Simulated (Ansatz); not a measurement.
# C2H8BFO: a ladder of functionals and wavefunction methods

The task here is to estimate one member of a computed series from the others.

Program: Ansatz 0.2.0, Gaussian basis. Level of theory: functionals in def2-TZVPP, the program's frozen cores in correlated methods. These are calculated values, not measurements.

Levels to be run: LDA (SPW92), PBE-D4, revPBE-D4, BLYP-D4, r2SCAN-D4, B97M-V, PBE0-D4, B3LYP-D4, r2SCANh-D4, r2SCAN0-D4, HSE06-D4, BHLYP-D4, CAM-B3LYP-D4, LC-ωPBE, ωB97X-V, ωB97M-V, B2PLYP, PBE-QIDH; CCSD(T)/def2-SVP; CCSD(T)/def2-TZVPP; MP2/def2-QZVPP; extrapolation to the limit; RPA on PBE.

### The geometry

An earlier PBE0-D4 in a triple-zeta def2 set relaxation fixed the geometry.

SMILES `C[B-](C)([OH2+])F`, 13 atoms, charge 0, spin multiplicity 1.

Atoms are counted from 1 here; the program's logs count them from 0.

Bond lengths: C1–B2 1.584 Å, C1–H6 1.093 Å, C1–H7 1.095 Å, C1–H8 1.096 Å, B2–C3 1.584 Å, B2–O4 1.883 Å, B2–F5 1.380 Å, C3–H9 1.093 Å, C3–H10 1.096 Å, C3–H11 1.095 Å, O4–H12 0.965 Å, O4–H13 0.965 Å. Angles: B2–C1–H6 112.8°, B2–C1–H7 108.9°, B2–C1–H8 113.0°, H6–C1–H7 107.0°, H6–C1–H8 108.4°, H7–C1–H8 106.3°, C1–B2–C3 121.5°, C1–B2–O4 100.7°, C1–B2–F5 115.1°, C3–B2–O4 100.7°, C3–B2–F5 115.1°, O4–B2–F5 97.6°, B2–C3–H9 112.8°, B2–C3–H10 113.0°, B2–C3–H11 108.9°, H9–C3–H10 108.5°, H9–C3–H11 107.0°, H10–C3–H11 106.3° and more.

The first run:

The input, in.yaml:

```yaml
crystal:
  periodic: [false, false, false]
  atoms:
    - {symbol: C, position_ang: [-1.427334, 0.056377, -0.531985]}
    - {symbol: B, position_ang: [0.147194, 0.094288, -0.367695]}
    - {symbol: C, position_ang: [0.962803, -1.183841, 0.089426]}
    - {symbol: O, position_ang: [0.311523, 1.177822, 1.162933]}
    - {symbol: F, position_ang: [0.807455, 0.924899, -1.249901]}
    - {symbol: H, position_ang: [-1.932492, -0.395595, 0.325020]}
    - {symbol: H, position_ang: [-1.677540, -0.551252, -1.408366]}
    - {symbol: H, position_ang: [-1.863626, 1.045466, -0.709533]}
    - {symbol: H, position_ang: [0.529828, -1.672290, 0.965727]}
    - {symbol: H, position_ang: [2.016456, -0.968030, 0.297873]}
    - {symbol: H, position_ang: [0.955033, -1.918435, -0.723066]}
    - {symbol: H, position_ang: [1.259309, 1.329216, 1.258138]}
    - {symbol: H, position_ang: [-0.068007, 2.026675, 0.906430]}
basis:
  gaussian: {orbitals: def2-TZVPP}
hamiltonian: {xc: lda}
output: {orbitals: {seedname: orbitals}}
```

Command:

```bash
ansatz run in.yaml --threads 4 --pin off --events-out ev --progress --plain --max-ram 10444MiB
```

Steps of the session up to this table: LDA; PBE-D4 (GGA); revPBE-D4 (GGA); BLYP-D4 (GGA); r2SCAN-D4 (meta-GGA); B97M-V (meta-GGA); PBE0-D4 (hybrid); B3LYP-D4 (hybrid); r2SCANh-D4 (hybrid); r2SCAN0-D4 (hybrid); HSE06-D4 (hybrid); BHLYP-D4 (hybrid); CAM-B3LYP-D4 (range-separated); LC-ωPBE (range-separated); ωB97X-V (range-separated); ωB97M-V (range-separated); B2PLYP (double hybrid); PBE-QIDH (double hybrid).

One table of the session follows, with a row left open; its other results are not shown here.

It belongs to the step «Orbital energies across the functionals». 

```
  functional  HOMO (eV)  gap (eV)
 LDA (SPW92)      -6.62      5.64
      PBE-D4      -6.48      5.64
   revPBE-D4      -6.42      5.66
     BLYP-D4      -6.42      5.51
   r2SCAN-D4      -6.79      6.68
      B97M-V      -6.93      6.35
     PBE0-D4      -7.98      8.05
    B3LYP-D4          ?         ?
  r2SCANh-D4      -7.35      7.51
  r2SCAN0-D4      -8.19      8.74
    HSE06-D4      -7.57      7.27
    BHLYP-D4      -9.44     10.13
CAM-B3LYP-D4      -9.47     10.28
     LC-ωPBE     -10.78     12.99
     ωB97X-V     -10.45     12.43
     ωB97M-V     -10.33     11.86
```

**Question.** Estimate the row for B3LYP-D4.

Worked estimate for «HOMO (eV)». Against the share of exact exchange, BLYP-D4 (0, -6.42), BHLYP-D4 (0.5, -9.44) give a slope of -6.04 per unit share; at 0.2 the line stands at -7.63.

The run gave: HOMO (eV): -7.79; gap (eV): 7.44. In «HOMO (eV)» the line misses by +0.16.
